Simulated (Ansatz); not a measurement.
Debugging a rigid torsion scan of BH₅SSi₂, SMILES SB1[SiH2][SiH2]1 (the Python package of Ansatz (0.2.0)).

`torsion.py`
```python
"""Energy of BH5SSi2 as one group turns about a bond."""

import warnings

import ansatz
from ase import Atoms

warnings.simplefilter("ignore", ansatz.DeckWarning)

atoms = Atoms(["S", "B", "Si", "Si", "H", "H", "H", "H", "H"], positions=[
    [-1.816, 1.2402, -1.4832],
    [-0.6129, 0.4441, -0.3738],
    [1.205, 0.406, 0.4222],
    [-0.0655, -1.0481, 0.8802],
    [-1.4337, 0.5335, -2.6272],
    [1.4089, 1.5122, 1.4044],
    [2.2757, 0.0981, -0.5819],
    [-0.8393, -0.9161, 2.1426],
    [-0.0336, -2.3162, 0.1996],
])

# start the scan from a relaxed geometry
first = (
    ansatz.Crystal.molecule_from_ase(atoms).calculation()
    .basis(gaussian="6-31G*")
    .functional("hf")
    .hubbard("S", "p", u_eff=4.0)
    .relax(force_tolerance=0.02, max_steps=30)
)
atoms.positions = first.run().report["positions_ang"]

start = atoms.get_dihedral(2, 1, 0, 4)
energies = {}
for turn in range(0, 360, 30):
    turned = atoms.copy()
    turned.set_dihedral(2, 1, 0, 4, start + turn, indices=[0, 4])
    job = (
        ansatz.Crystal.molecule_from_ase(turned).calculation()
        .basis(gaussian="6-31G*")
        .functional("hf")
        .hubbard("S", "p", u_eff=4.0)
    )
    energies[round((start + turn) % 360)] = job.run().report["free_energy_ev"]
floor = min(energies.values())
print("dihedral Si2-B1-S0-H4 (deg)   E - E(min) (kcal/mol)")
for angle, e in sorted(energies.items()):
    print(f"{angle:8d} {23.060548 * (e - floor):14.3f}  " + "#" * int(30 * (e - floor) / max(max(energies.values()) - floor, 1e-9)))
```

```console
$ python torsion.py
Traceback (most recent call last):
  File "torsion.py", line 30, in <module>
    atoms.positions = first.run().report["positions_ang"]
                      ~~~~~~~~~^^
  ...
ansatz.RefusalError: invalid value for `basis.gaussian`: such a run doesn't read hamiltonian.hubbard; remove what it names
```
(Library frames cut from the traceback.)

Find the fault and give the corrected script.

The fault: a Hubbard U isn't read in a Gaussian basis. Mended:

```diff
--- before
+++ after
@@ -26,4 +26,3 @@
     .functional("hf")
-    .hubbard("S", "p", u_eff=4.0)
-    .relax(force_tolerance=0.02, max_steps=30)
+    .relax(force_tolerance=0.02, max_steps=80)
 )
@@ -40,3 +39,2 @@
         .functional("hf")
-        .hubbard("S", "p", u_eff=4.0)
     )
```

After the fix:

Output of `python torsion.py`:
```text
dihedral Si2-B1-S0-H4 (deg)   E - E(min) (kcal/mol)
      28          5.077  ######
      58         16.183  ####################
      88         23.918  ##############################
     118         15.973  ####################
     148          4.580  #####
     178          0.000
     208          4.516  #####
     238         15.895  ###################
     268         23.901  #############################
     298         16.199  ####################
     328          5.081  ######
     358          0.666
```

The scan is rigid and the energies are electronic, in a modest basis. With rigid groups the curve can differ much from the relaxed path, the start wasn't checked as a minimum of this torsion, and equivalent turns needn't return to the same energy. Timing: 40 s on 1 thread of Arm Neoverse V2, with other jobs on the host, peak memory 0.23 GiB.
